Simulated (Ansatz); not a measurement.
# B2N2H4Cl4 ((Cl2B-mu-NH2)2) at 4 levels

Aim: a comparison of 4 runs (HF/STO-3G, PBE0/def2-SVP, r2SCAN/cc-pVDZ, CAM-B3LYP/def2-SVPD) of B2N2H4Cl4 ((Cl2B-mu-NH2)2). 

The results are computed with Ansatz 0.2.0.

1 further run of the same task is left out (set aside as unsound or not needed).

## (1) The structure to begin with

The species is B2N2H4Cl4 (12 atoms), meant as a singlet with charge 0. Geometry: relaxed at GFN2-xTB.

Bond lengths: B1–Cl2 1.807 Å, B1–Cl3 1.806 Å, B1–N4 1.602 Å, N4–B5 1.602 Å, B5–Cl6 1.805 Å, B5–Cl7 1.807 Å, B1–N8 1.602 Å, B5–N8 1.602 Å, N4–H9 1.019 Å, N4–H10 1.019 Å, N8–H11 1.019 Å, N8–H12 1.019 Å. Some angles: Cl2–B1–Cl3 115.8°, Cl2–B1–N4 111.8°, Cl2–B1–N8 111.8°, Cl3–B1–N4 111.9°, Cl3–B1–N8 111.9°, N4–B1–N8 91.0°, B1–N4–B5 89.0°, N4–B5–Cl6 111.9°, N4–B5–Cl7 111.8°, N4–B5–N8 91.0°.

## (2) Energy and gradient at HF/STO-3G (run 1)

Input file input.yaml:

```yaml
crystal:
  periodic: [false, false, false]
  atoms:
    - {symbol: B, position_ang: [-0.219070, 1.061050, -0.291990]}
    - {symbol: Cl, position_ang: [-0.345420, 1.574550, -2.019530]}
    - {symbol: Cl, position_ang: [-0.467440, 2.362520, 0.934930]}
    - {symbol: N, position_ang: [1.119840, 0.227150, -0.014550]}
    - {symbol: B, position_ang: [0.219230, -1.061290, 0.292030]}
    - {symbol: Cl, position_ang: [0.467570, -2.363660, -0.933300]}
    - {symbol: Cl, position_ang: [0.343810, -1.572570, 2.020520]}
    - {symbol: N, position_ang: [-1.119680, -0.227500, 0.013820]}
    - {symbol: H, position_ang: [1.672070, 0.558330, 0.775400]}
    - {symbol: H, position_ang: [1.738150, 0.133690, -0.819320]}
    - {symbol: H, position_ang: [-1.737910, -0.133910, 0.818420]}
    - {symbol: H, position_ang: [-1.671150, -0.558360, -0.776430]}
basis:
  gaussian: {orbitals: STO-3G}
output: {forces: true, orbitals: {seedname: orbitals}}
hamiltonian: {xc: hf}
accuracy: high
```

On the command line:

```
$ ansatz run input.yaml --threads 1 --pin off --max-ram 3480MiB --events-out events.jsonl --progress --plain --runs-dir runs
```

Output (excerpt; [...] marks lines left out):

```text
Warning: RAYON_NUM_THREADS=1 ignored (pool sized by the plan → 1); use --threads N
Functional definition: HF
  name "HF"
[...]
1375 factors; integrals over basis functions are off by at most 3.0e-8 eV
[...]
mean field -53803.33436159 eV, -1977.2360685786 hartree, gradient 6.4e-9 eV, S^2 0.000000; 0 other end points of the search recorded, 0 dependent functions left out
[...]
reference -53803.33436159 eV, -1977.2360685786 hartree; 48, 48 occupied and 12, 12 virtual orbitals, 1375 factors
Total energy: -53803.33436159 eV, -1977.2360685786 hartree
Atom 0 at    -0.219070     1.061050    -0.291990 Å, force     0.103473    -0.501024     0.118350 eV/Å
Atom 1 at    -0.345420     1.574550    -2.019530 Å, force    -0.033446     0.122846    -0.702696 eV/Å
Atom 2 at    -0.467440     2.362520     0.934930 Å, force    -0.088751     0.469933     0.558070 eV/Å
Atom 3 at     1.119840     0.227150    -0.014550 Å, force    -1.411246    -0.288435     0.020192 eV/Å
Atom 4 at     0.219230    -1.061290     0.292030 Å, force    -0.109907     0.509643    -0.109430 eV/Å
Atom 5 at     0.467570    -2.363660    -0.933300 Å, force     0.091856    -0.478677    -0.563732 eV/Å
Atom 6 at     0.343810    -1.572570     2.020520 Å, force     0.036827    -0.122808     0.698622 eV/Å
Atom 7 at    -1.119680    -0.227500     0.013820 Å, force     1.431932     0.295873    -0.013427 eV/Å
Atom 8 at     1.672070     0.558330     0.775400 Å, force     0.375427     0.215364     0.497725 eV/Å
Atom 9 at     1.738150     0.133690    -0.819320 Å, force     0.415387    -0.054872    -0.507783 eV/Å
Atom 10 at    -1.737910    -0.133910     0.818420 Å, force    -0.424731     0.053147     0.512171 eV/Å
Atom 11 at    -1.671150    -0.558360    -0.776430 Å, force    -0.386820    -0.220990    -0.508061 eV/Å
Dipole moment:     0.000951    -0.000638    -0.001314 e Å
```

Run time: 6.6 s. Hardware: 1 thread of Intel Xeon at 2.70GHz, shared host; peak memory 0.38 GiB.

## (3) Energy and forces at PBE0/def2-SVP (run 2)

Input file molecule.yaml:

```yaml
crystal:
  periodic: [false, false, false]
  atoms:
    - {symbol: B, position_ang: [-0.219070, 1.061050, -0.291990]}
    - {symbol: Cl, position_ang: [-0.345420, 1.574550, -2.019530]}
    - {symbol: Cl, position_ang: [-0.467440, 2.362520, 0.934930]}
    - {symbol: "N", position_ang: [1.119840, 0.227150, -0.014550]}
    - {symbol: B, position_ang: [0.219230, -1.061290, 0.292030]}
    - {symbol: Cl, position_ang: [0.467570, -2.363660, -0.933300]}
    - {symbol: Cl, position_ang: [0.343810, -1.572570, 2.020520]}
    - {symbol: "N", position_ang: [-1.119680, -0.227500, 0.013820]}
    - {symbol: H, position_ang: [1.672070, 0.558330, 0.775400]}
    - {symbol: H, position_ang: [1.738150, 0.133690, -0.819320]}
    - {symbol: H, position_ang: [-1.737910, -0.133910, 0.818420]}
    - {symbol: H, position_ang: [-1.671150, -0.558360, -0.776430]}
basis:
  gaussian: {orbitals: def2-SVP}
magnetization: {spin_polarized: false}
hamiltonian: {xc: pbe0}
accuracy: high
output: {forces: true, orbitals: {seedname: orbitals}}
```

On the command line:

```
$ ansatz run molecule.yaml --threads 1 --pin off --max-ram 3480MiB --events-out events.jsonl --progress --plain --runs-dir runs
```

Output (excerpt; [...] marks lines left out):

```text
Warning: RAYON_NUM_THREADS=1 ignored (pool sized by the plan → 1); use --threads N
Functional definition: PBE0
  name "PBE0"
[...]
3403 factors; integrals over basis functions are off by at most 8.4e-9 eV
[...]
mean field -54456.41479610 eV, -2001.2363318731 hartree, gradient 4.8e-8 eV, S^2 0.000000; 0 other end points of the search recorded, 0 dependent functions left out
[...]
reference -54456.41479836 eV, -2001.2363319561 hartree; 48, 48 occupied and 100, 100 virtual orbitals, 3403 factors
Total energy: -54456.41479836 eV, -2001.2363319561 hartree
Atom 0 at    -0.219070     1.061050    -0.291990 Å, force     0.102293    -0.495674     0.124418 eV/Å
Atom 1 at    -0.345420     1.574550    -2.019530 Å, force    -0.009555     0.038044    -0.179949 eV/Å
Atom 2 at    -0.467440     2.362520     0.934930 Å, force    -0.025219     0.131233     0.144443 eV/Å
Atom 3 at     1.119840     0.227150    -0.014550 Å, force    -0.068817    -0.015542     0.002172 eV/Å
Atom 4 at     0.219230    -1.061290     0.292030 Å, force    -0.107726     0.501532    -0.118433 eV/Å
Atom 5 at     0.467570    -2.363660    -0.933300 Å, force     0.027469    -0.136736    -0.148192 eV/Å
Atom 6 at     0.343810    -1.572570     2.020520 Å, force     0.012843    -0.038852     0.177360 eV/Å
Atom 7 at    -1.119680    -0.227500     0.013820 Å, force     0.083879     0.021060     0.002201 eV/Å
Atom 8 at     1.672070     0.558330     0.775400 Å, force    -0.047016     0.016011     0.091729 eV/Å
Atom 9 at     1.738150     0.133690    -0.819320 Å, force    -0.040801    -0.033728    -0.090458 eV/Å
Atom 10 at    -1.737910    -0.133910     0.818420 Å, force     0.034076     0.032687     0.094226 eV/Å
Atom 11 at    -1.671150    -0.558360    -0.776430 Å, force     0.038575    -0.020034    -0.099518 eV/Å
Dipole moment:     0.000704    -0.000527    -0.001115 e Å
```

Wall time 48 s (1 thread of Intel Xeon at 2.70GHz, shared host); peak memory 0.85 GiB.

Run 3 isn't shown in full; the table further down has it.

## (4) Energy and forces at CAM-B3LYP/def2-SVPD (run 4)

Input file molecule.yaml:

```yaml
crystal:
  periodic: [false, false, false]
  atoms:
    - symbol: B
      position_ang: [-0.219070, 1.061050, -0.291990]
    - symbol: Cl
      position_ang: [-0.345420, 1.574550, -2.019530]
    - symbol: Cl
      position_ang: [-0.467440, 2.362520, 0.934930]
    - symbol: "N"
      position_ang: [1.119840, 0.227150, -0.014550]
    - symbol: B
      position_ang: [0.219230, -1.061290, 0.292030]
    - symbol: Cl
      position_ang: [0.467570, -2.363660, -0.933300]
    - symbol: Cl
      position_ang: [0.343810, -1.572570, 2.020520]
    - symbol: "N"
      position_ang: [-1.119680, -0.227500, 0.013820]
    - symbol: H
      position_ang: [1.672070, 0.558330, 0.775400]
    - symbol: H
      position_ang: [1.738150, 0.133690, -0.819320]
    - symbol: H
      position_ang: [-1.737910, -0.133910, 0.818420]
    - symbol: H
      position_ang: [-1.671150, -0.558360, -0.776430]
basis:
  gaussian:
    orbitals: def2-SVPD
hamiltonian:
  xc: {name: CAM-B3LYP}
accuracy: high
output: {forces: true, orbitals: {seedname: orbitals}}
```

On the command line:

```
$ ansatz run molecule.yaml --threads 1 --pin off --max-ram 3480MiB --events-out events.jsonl --progress --plain --runs-dir runs
```

Output (excerpt; [...] marks lines left out):

```text
Warning: RAYON_NUM_THREADS=1 ignored (pool sized by the plan → 1); use --threads N
Functional definition: CAM-B3LYP
  name "CAM-B3LYP"
[...]
4353 factors; integrals over basis functions are off by at most 4.1e-9 eV
922 factors; integrals over basis functions are off by at most 1.7e-9 eV
[...]
mean field -54478.00362426 eV, -2002.0297066743 hartree, gradient 9.0e-8 eV, S^2 0.000000; 0 other end points of the search recorded, 0 dependent functions left out
[...]
reference -54478.00364415 eV, -2002.0297074054 hartree; 48, 48 occupied and 172, 172 virtual orbitals, 4353 factors
Total energy: -54478.00364415 eV, -2002.0297074054 hartree
Atom 0 at    -0.219070     1.061050    -0.291990 Å, force     0.148380    -0.718518     0.186110 eV/Å
Atom 1 at    -0.345420     1.574550    -2.019530 Å, force    -0.027871     0.118329    -0.338594 eV/Å
Atom 2 at    -0.467440     2.362520     0.934930 Å, force    -0.054031     0.279146     0.239918 eV/Å
Atom 3 at     1.119840     0.227150    -0.014550 Å, force    -0.064801    -0.014612     0.002352 eV/Å
Atom 4 at     0.219230    -1.061290     0.292030 Å, force    -0.153561     0.724042    -0.180761 eV/Å
Atom 5 at     0.467570    -2.363660    -0.933300 Å, force     0.056260    -0.284522    -0.243400 eV/Å
Atom 6 at     0.343810    -1.572570     2.020520 Å, force     0.031083    -0.119005     0.336253 eV/Å
Atom 7 at    -1.119680    -0.227500     0.013820 Å, force     0.079742     0.020377     0.002157 eV/Å
Atom 8 at     1.672070     0.558330     0.775400 Å, force    -0.083912    -0.006275     0.038153 eV/Å
Atom 9 at     1.738150     0.133690    -0.819320 Å, force    -0.082266    -0.027468    -0.036003 eV/Å
Atom 10 at    -1.737910    -0.133910     0.818420 Å, force     0.075423     0.026294     0.039521 eV/Å
Atom 11 at    -1.671150    -0.558360    -0.776430 Å, force     0.075555     0.002213    -0.045706 eV/Å
Dipole moment:     0.000703    -0.000518    -0.001059 e Å
```

Wall time 89 s (1 thread of Intel Xeon at 2.70GHz, shared host); peak memory 2.1 GiB.

## (5) The series

```
run                level   energy (Eh)  dipole moment (D)  HOMO energy (eV)  LUMO energy (eV)  wall time
  1            HF/STO-3G  -1977.236069               0.01            -10.46              9.97      6.6 s
  2        PBE0/def2-SVP  -2001.236332               0.01             -8.42              0.97       48 s
  3       r2SCAN/cc-pVDZ  -2002.536114               0.01             -7.50              0.27       53 s
  4  CAM-B3LYP/def2-SVPD  -2002.029707               0.01            -10.09              0.25       89 s
```

## (6) Summary of results

| quantity | value |
| --- | --- |
| run 4: total energy | -2002.02971 Eh |
| run 4: dipole moment | 0.01 D |
| run 4: HOMO energy | -10.09 eV |
| run 4: LUMO energy | 0.25 eV |
| run 4: HOMO–LUMO gap | 10.34 eV |
| run 4: largest force on an atom | 0.762 eV/Å |

In words: The HOMO–LUMO gap runs from 7.77 eV (r2SCAN/cc-pVDZ) to 20.43 eV (HF/STO-3G). The two ends differ in method and basis. Totals of different functionals can't be ranked against each other. In run 1 the basis is minimal, so the values are rough. All runs together took 3.3 min, the longest 89 s.
